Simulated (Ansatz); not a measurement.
# EuF2: the cost of one run

Program: Ansatz 0.2.0. Level of theory: DFT LDA+U (U = 7 eV, J = 0.5 eV on Eu f), plane waves, PAW, no spin–orbit coupling unless a run says so. These are calculated values, not measurements.

## Step 1: The system as given

The structure is cubic, space group Fm-3m (No. 225). The conventional cell has a = 5.796 Å, b = 5.796 Å, c = 5.796 Å, α = 90.00°, β = 90.00°, γ = 90.00°. Around Eu (site symmetry m-3m) lie 8 F at 2.51 Å. F (site symmetry -43m) has 4 Eu at 2.51 Å as nearest neighbours.

Structure file:

```
CELL_PARAMETERS angstrom
0.00000 2.89800 2.89800
2.89800 0.00000 2.89800
5.79600 5.79600 0.00000
ATOMIC_POSITIONS crystal
Eu 0.00000 0.00000 0.00000
F 0.25000 0.25000 0.12500
F 0.75000 0.75000 0.37500
Eu 0.00000 0.00000 0.50000
F 0.25000 0.25000 0.62500
F 0.75000 0.75000 0.87500
```

Magnetic order typed: antiferromagnetic, doubled cell 0 0 1/2.

An earlier series on this cell reached its lowest free state from «from atoms, symmetry kept, no search», perhaps among other starts.

## Step 2: From atoms, default search

File input.yaml:

```yaml
crystal:
  lattice:
    - [0.0, 2.89799902, 2.89799902]
    - [2.89799902, 0.0, 2.89799902]
    - [5.79599804, 5.79599804, 0.0]
  atoms:
    - { symbol: Eu, position: [0.0, 0.0, 0.0], spin: 7.0 }
    - { symbol: F, position: [0.25, 0.25, 0.125] }
    - { symbol: F, position: [0.75, 0.75, 0.375] }
    - { symbol: Eu, position: [0.0, 0.0, 0.5], spin: -7.0 }
    - { symbol: F, position: [0.25, 0.25, 0.625] }
    - { symbol: F, position: [0.75, 0.75, 0.875] }
basis:
  ecutwfc: 420
  ecutrho_ratio: 4
kpoints:
  mp_grid: { grid: [6, 6, 6] }
hamiltonian:
  xc: lda
  hubbard:
    sites:
      - { site: 0, l: f, u: 7.0, j: 0.5 }
      - { site: 3, l: f, u: 7.0, j: 0.5 }
scf:
  occupations: { method: gaussian, width: 0.05 }
output:
  forces: true
  stress: true
  eigenvalues: true
  populations: true
  hubbard: { sites: [{ site: 0, l: f }, { site: 3, l: f }] }
  write_density: true
  write_potential: true
  elf: true
  volumetric_format: npy
magnetization:
  spin_polarized: true
```

On the command line:

```sh
$ ansatz run input.yaml --threads 4 --pin off --max-ram 6144MiB --backend cpu --events-out ev --progress --plain --runs-dir out
```

**Question.** How long does this run take on 4 threads of AMD EPYC 9R45 (Zen 5), shared host, and how much memory does it need?

About 2 s, with a peak of 0.77 GiB.
